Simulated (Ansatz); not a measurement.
# CH5ClOSSi: the cost of one run

The runs use Ansatz 0.2.0, Gaussian basis; the settings change from run to run.

### Step 1. The molecule

The structure was relaxed beforehand with PBE0-D4 in a triple-zeta def2 set.

SMILES `CO[SiH](S)Cl`, 10 atoms, charge 0, spin multiplicity 1.

Atoms are counted from 1 here; the program's logs count them from 0.

Bond lengths: C1–O2 1.414 Å, C1–H6 1.094 Å, C1–H7 1.095 Å, C1–H8 1.090 Å, O2–Si3 1.626 Å, Si3–S4 2.124 Å, Si3–Cl5 2.038 Å, Si3–H9 1.479 Å, S4–H10 1.345 Å. Angles: O2–C1–H6 111.2°, O2–C1–H7 111.2°, O2–C1–H8 107.7°, H6–C1–H7 108.9°, H6–C1–H8 109.1°, H7–C1–H8 108.7°, C1–O2–Si3 124.1°, O2–Si3–S4 112.9°, O2–Si3–Cl5 104.7°, O2–Si3–H9 112.6°, S4–Si3–Cl5 112.0°, S4–Si3–H9 105.1°, Cl5–Si3–H9 109.6°, Si3–S4–H10 93.7°.

As a file:

```
C     0.57717   -0.31064   -1.45458
O     0.90256    0.07707   -0.13422
Si   -0.05463   -0.18207    1.15461
S    -1.99226    0.65682    0.92793
Cl    0.95498    0.64031    2.72297
H    -0.38533    0.10739   -1.76458
H     0.53581   -1.40068   -1.54735
H     1.35867    0.06733   -2.11405
H    -0.28453   -1.61988    1.41249
H    -1.52934    1.91315    0.79977
```

### Step 2. r2SCAN50/cc-pVDZ

Options: high accuracy.

in.yaml reads:

```yaml
crystal:
  periodic: [false, false, false]
  atoms:
    - {symbol: C, position_ang: [0.577171, -0.310636, -1.454582]}
    - {symbol: O, position_ang: [0.902559, 0.077070, -0.134219]}
    - {symbol: Si, position_ang: [-0.054632, -0.182075, 1.154611]}
    - {symbol: S, position_ang: [-1.992255, 0.656817, 0.927935]}
    - {symbol: Cl, position_ang: [0.954980, 0.640314, 2.722974]}
    - {symbol: H, position_ang: [-0.385331, 0.107390, -1.764575]}
    - {symbol: H, position_ang: [0.535808, -1.400678, -1.547350]}
    - {symbol: H, position_ang: [1.358669, 0.067326, -2.114052]}
    - {symbol: H, position_ang: [-0.284535, -1.619877, 1.412488]}
    - {symbol: H, position_ang: [-1.529336, 1.913149, 0.799770]}
basis:
  gaussian: {orbitals: cc-pVDZ}
hamiltonian: {xc: {name: r2SCAN50}}
accuracy: high
output: {forces: true}
```

Command:

```sh
> ansatz run in.yaml --threads 2 --pin off --events-out ev --progress --plain --max-ram 32768MiB --backend cpu
```

**Question.** How long does this run take on 2 threads of AMD EPYC 7R13, shared host, and how much memory does it need?

About 20 s, with a peak of 0.61 GiB.
